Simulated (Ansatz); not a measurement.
# ZnS: the cost of one run

Method: DFT r²SCAN, frozen-core PAW, scalar-relativistic unless said, in Ansatz 0.2.0.

1 further run of the same task is left out (set aside as unsound or not needed).

### Step 1. The starting structure

It takes space group P6_3mc (No. 186, hexagonal). The conventional cell has a = 3.811 Å, b = 3.811 Å, c = 6.234 Å, α = 90.00°, β = 90.00°, γ = 120.00°. Around Zn (site symmetry 3m) lie 4 S at 2.31 to 2.40 Å. S (site symmetry 3m) has 4 Zn at 2.31 to 2.40 Å as nearest neighbours.

Coordinates:

```
CELL_PARAMETERS angstrom
3.81100 0.00000 0.00000
-1.90550 3.30042 0.00000
0.00000 0.00000 6.23400
ATOMIC_POSITIONS crystal
Zn 0.33333 0.66667 0.00000
Zn 0.66667 0.33333 0.50000
S 0.33333 0.66667 0.38500
S 0.66667 0.33333 0.88500
```

Cartesian axes are those of the input's lattice vectors. The structure goes back to a database entry.

### Step 2. Cell and atoms relaxed, PAW

Input file input.yaml:

```yaml
crystal:
  lattice:
    - [3.81099999999, 0.0, 0.0]
    - [-1.9055, 3.30042281381, 0.0]
    - [0.0, 0.0, 6.234]
  atoms:
    - { symbol: Zn, position: [0.333333333333, 0.666666666667, 0.0] }
    - { symbol: Zn, position: [0.666666666667, 0.333333333333, 0.5] }
    - { symbol: S, position: [0.333333333333, 0.666666666667, 0.385] }
    - { symbol: S, position: [0.666666666667, 0.333333333333, 0.885] }
kpoints:
  mp_grid: { grid: [8, 8, 4] }
scf:
  occupations: { method: fermi_dirac, width: 0.1 }
hamiltonian:
  xc: r2scan
  pseudopotentials: { kind: paw }
relax:
  f_tol: 0.002
  max_steps: 80
  cell: {}
output:
  forces: true
  stress: true
  write_density: true
  write_potential: true
  elf: true
  volumetric_format: npy
```

On the command line:

```console
$ ansatz run input.yaml --threads 1 --pin off --max-ram 3072MiB --backend cpu --events-out ev --progress --plain --runs-dir out
```

**Question.** How long does this run take on 1 thread of Arm Neoverse V1, shared host, and how much memory does it need?

About 63 s, with a peak of 0.52 GiB.
